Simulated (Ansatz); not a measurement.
**CH₅FGeOSi: one species, many methods**

How much do the methods differ for CH₅FGeOSi? The plan is to run it at one geometry with functionals of several rungs and with coupled cluster. The yardstick is the atomisation energy at the CCSD(T) limit.

The runs use Ansatz 0.2.0, Gaussian basis; functionals in def2-TZVPP, the program's frozen cores in correlated methods.

Plan: LDA (SPW92), PBE-D4, revPBE-D4, BLYP-D4, r2SCAN-D4, B97M-V, PBE0-D4, B3LYP-D4, r2SCANh-D4, r2SCAN0-D4, HSE06-D4, BHLYP-D4, CAM-B3LYP-D4, LC-ωPBE, ωB97X-V, ωB97M-V, B2PLYP, PBE-QIDH; CCSD(T)/def2-SVP; CCSD(T)/def2-TZVPP; MP2/def2-QZVPP; extrapolation to the limit; RPA on PBE.

## (1) Structure used throughout

All runs share one geometry, relaxed beforehand with PBE0-D4 in a triple-zeta def2 set.

SMILES `F[C@H]1O[Si@H]1[GeH3]`, 10 atoms, charge 0, spin multiplicity 1.

Atoms are counted from 1 here; the program's logs count them from 0.

Bond lengths: F1–C2 1.362 Å, C2–O3 1.409 Å, C2–Si4 1.827 Å, C2–H6 1.089 Å, O3–Si4 1.694 Å, Si4–Ge5 2.369 Å, Si4–H7 1.485 Å, Ge5–H8 1.531 Å, Ge5–H9 1.536 Å, Ge5–H10 1.537 Å. Angles: F1–C2–O3 112.7°, F1–C2–Si4 120.8°, F1–C2–H6 109.2°, O3–C2–Si4 61.5°, O3–C2–H6 114.0°, Si4–C2–H6 127.3°, C2–O3–Si4 71.5°, C2–Si4–O3 47.0°, C2–Si4–Ge5 120.7°, C2–Si4–H7 120.4°, O3–Si4–Ge5 116.2°, O3–Si4–H7 114.1°, Ge5–Si4–H7 117.4°, Si4–Ge5–H8 109.3°, Si4–Ge5–H9 109.8°, Si4–Ge5–H10 108.9°, H8–Ge5–H9 110.0°, H8–Ge5–H10 110.1° and more.

## (2) LDA

This LDA is Slater exchange with PW92 correlation.

The input, in.yaml:

```yaml
crystal:
  periodic: [false, false, false]
  atoms:
    - {symbol: F, position_ang: [0.188251, -1.947059, 1.381730]}
    - {symbol: C, position_ang: [-0.524149, -1.778143, 0.233621]}
    - {symbol: O, position_ang: [-1.579512, -0.856398, 0.379414]}
    - {symbol: Si, position_ang: [-0.443391, -0.206671, -0.695319]}
    - {symbol: Ge, position_ang: [0.838793, 1.612958, 0.114006]}
    - {symbol: H, position_ang: [-0.834484, -2.752420, -0.142285]}
    - {symbol: H, position_ang: [-0.910025, -0.141294, -2.103634]}
    - {symbol: H, position_ang: [1.365920, 1.277162, 1.511913]}
    - {symbol: H, position_ang: [-0.030304, 2.878266, 0.169896]}
    - {symbol: H, position_ang: [2.011999, 1.862400, -0.846342]}
basis:
  gaussian: {orbitals: def2-TZVPP}
hamiltonian: {xc: lda}
output: {orbitals: {seedname: orbitals}}
```

After this run come: PBE-D4 (GGA); revPBE-D4 (GGA); BLYP-D4 (GGA); r2SCAN-D4 (meta-GGA); B97M-V (meta-GGA); PBE0-D4 (hybrid); B3LYP-D4 (hybrid); r2SCANh-D4 (hybrid); r2SCAN0-D4 (hybrid); HSE06-D4 (hybrid); BHLYP-D4 (hybrid); CAM-B3LYP-D4 (range-separated); LC-ωPBE (range-separated); ωB97X-V (range-separated); ωB97M-V (range-separated); B2PLYP (double hybrid); PBE-QIDH (double hybrid); CCSD(T) in def2-SVP; CCSD(T) in def2-TZVPP; MP2 in def2-QZVPP; RPA on PBE orbitals.

Q: Predict the results of all the runs planned. Wanted: atomisation energy, CCSD(T)/CBS; farthest beyond LDA; mean size of error, GGA; mean size of error, meta-GGA; mean size of error, hybrid; mean size of error, range-separated; mean size of error, double hybrid; gap, smallest and largest; T1 diagnostic.

**Answer**, as computed:

| quantity | value |
| --- | --- |
| atomisation energy, CCSD(T)/CBS | 787.7 kcal/mol |
| functionals within 7.9 kcal/mol (1.0 %) | BLYP-D4, r2SCAN-D4, B97M-V, PBE0-D4, B3LYP-D4, r2SCANh-D4, HSE06-D4, CAM-B3LYP-D4, LC-ωPBE, ωB97X-V, ωB97M-V |
| farthest beyond LDA | BHLYP-D4 (-35.5 kcal/mol) |
| mean size of error, GGA | 9.3 kcal/mol |
| mean size of error, meta-GGA | 4.4 kcal/mol |
| mean size of error, hybrid | 12.0 kcal/mol |
| mean size of error, range-separated | 3.0 kcal/mol |
| mean size of error, double hybrid | 12.4 kcal/mol |
| gap, smallest and largest | 4.25 eV (LDA (SPW92)), 11.14 eV (LC-ωPBE) |
| T1 diagnostic | 0.0145 |
| triples share of the correlation energy | 3.7 % |

In words: The LDA atomisation energy is off by 131.9 kcal/mol (17 %): it overbinds. PBE-D4 is off by +14.5 kcal/mol. Double hybrids carry the basis error of their MP2 part in triple zeta, and no dispersion term here, so their miss is partly the set-up's. The rungs range-separated, meta-GGA miss on average by less than the doubt on the reference (7.9 kcal/mol), so they tie. Misses under about 7.9 kcal/mol are within the doubt on the reference itself, which lacks core-valence correlation, relativity and higher excitations, and its outer-core shells are covered unevenly. Hartree-Fock recovers 69 % of the binding; the rest is correlation. CCSD(T) in def2-SVP is off by -59.3 kcal/mol, worse than the median functional, from the basis alone. The gap grows from 4.3 to 11.1 eV across the functionals, mostly with the share of exact exchange. Correlated methods include outer-core shells of Ge, which these sets cover unevenly.
